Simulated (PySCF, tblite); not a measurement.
# C₇H₁₄N₂Si: geometry, infrared bands and NMR shifts

What infrared bands and NMR shifts should C₇H₁₄N₂Si (`CCc1c(C)nn([SiH3])c1C`) show?

Computed with tblite 0.8.0 and PySCF 2.14.0, with density-fitted response routines of our own, on a single molecule in the gas phase. Atoms are numbered from 0 throughout.

## (1) The molecule as given

24 atoms, charge 0, multiplicity 1; geometry from: force field or distance geometry start.

Bonds of the start (Å): C0–C1 1.51, C1–C2 1.50, C2–C3 1.43, C3–C4 1.49, C3–N5 1.33, N5–N6 1.35, N6–Si7 1.79, N6–C8 1.38, C8–C9 1.48, C8–C2 1.39, C0–H10 1.10, C0–H11 1.10, C0–H12 1.08, C1–H13 1.10, C1–H14 1.11, C4–H15 1.10, C4–H16 1.10, C4–H17 1.09, Si7–H18 1.49, Si7–H19 1.49, Si7–H20 1.49, C9–H21 1.09, C9–H22 1.09, C9–H23 1.10.

## (2) Optimising the geometry with GFN2-xTB

What the job is given:

```
{"job": {"kind": "relax", "xc": "GFN2-xTB", "basis": "xTB"}, "charge": 0, "multiplicity": 1}
C     -2.504100    -0.944700    -0.913100
C     -1.636300    -1.104200     0.306400
C     -0.438700    -0.201400     0.297800
C     -0.347500     1.096800     0.880500
C     -1.380300     1.823300     1.668900
N      0.848500     1.637900     0.683700
N      1.531300     0.725000    -0.039700
Si     3.216100     1.040800    -0.538600
C      0.791600    -0.413500    -0.304900
C      1.274100    -1.579700    -1.085800
H     -2.896400     0.080400    -0.991500
H     -3.373600    -1.623500    -0.857500
H     -1.964500    -1.162900    -1.820800
H     -1.293000    -2.151200     0.384000
H     -2.232400    -0.910400     1.217600
H     -1.591000     1.309200     2.615700
H     -2.308800     1.895700     1.092500
H     -1.057100     2.838500     1.898300
H      4.092400    -0.081500    -0.100300
H      3.298800     1.095400    -2.025000
H      3.753100     2.313200     0.018500
H      2.126400    -2.051800    -0.587900
H      1.588300    -1.267000    -2.084300
H      0.491500    -2.344500    -1.204200
```

Launch:

```console
OMP_NUM_THREADS=1 python probes_run.py task.json out
```

This one command runs all jobs of the session in turn.

**Question.** This job is followed by: GFN2-xTB harmonic vibrations, gas phase; GIAO PBE0/pcSseg-1 NMR shielding, non-relativistic, gas phase. What will the session give for the following? strongest single infrared mode (GFN2-xTB); zero-point energy (GFN2-xTB); 13C shifts against TMS (PBE0/pcSseg-1); 1H shifts against TMS (PBE0/pcSseg-1, means over atoms taken as alike); 15N shifts against NH3 (PBE0/pcSseg-1); 29Si shifts against TMS (PBE0/pcSseg-1).

**Answer**, as computed:

| quantity | value |
| --- | --- |
| strongest single infrared mode (GFN2-xTB) | 2230 cm⁻¹, 381 km/mol |
| zero-point energy (GFN2-xTB) | 121.3 kcal/mol |
| 13C shifts against TMS (PBE0/pcSseg-1) | 154.3, 146.2, 126.9, 20.9, 19.1, 14.7, 11.6 ppm |
| 1H shifts against TMS (PBE0/pcSseg-1, means over atoms taken as alike) | 5.18, 2.48, 2.41, 2.34, 1.04 ppm |
| 15N shifts against NH3 (PBE0/pcSseg-1) | 352.3, 212.4 ppm |
| 29Si shifts against TMS (PBE0/pcSseg-1) | -52.5 ppm |

**Reading.** Relaxing lowered the energy by 0.182 eV in 73 steps; the close pair that moved most is Si7–H20, from 1.489 to 1.451 Å. All 66 modes are real, so the xTB geometry is a minimum. The strongest single mode, at 2230 cm⁻¹, moves mainly H19 and H18. Unscaled tight-binding wavenumbers are off by several per cent, some by more. Its intensities can rank the bands wrongly. At PBE0/pcSseg-1: The widest tensor belongs to N5: span 418 ppm, with a paramagnetic part of -413 ppm. NICS(1)zz of -27 ppm above the planar ring from C2 marks a diatropic (aromatic) ring current.
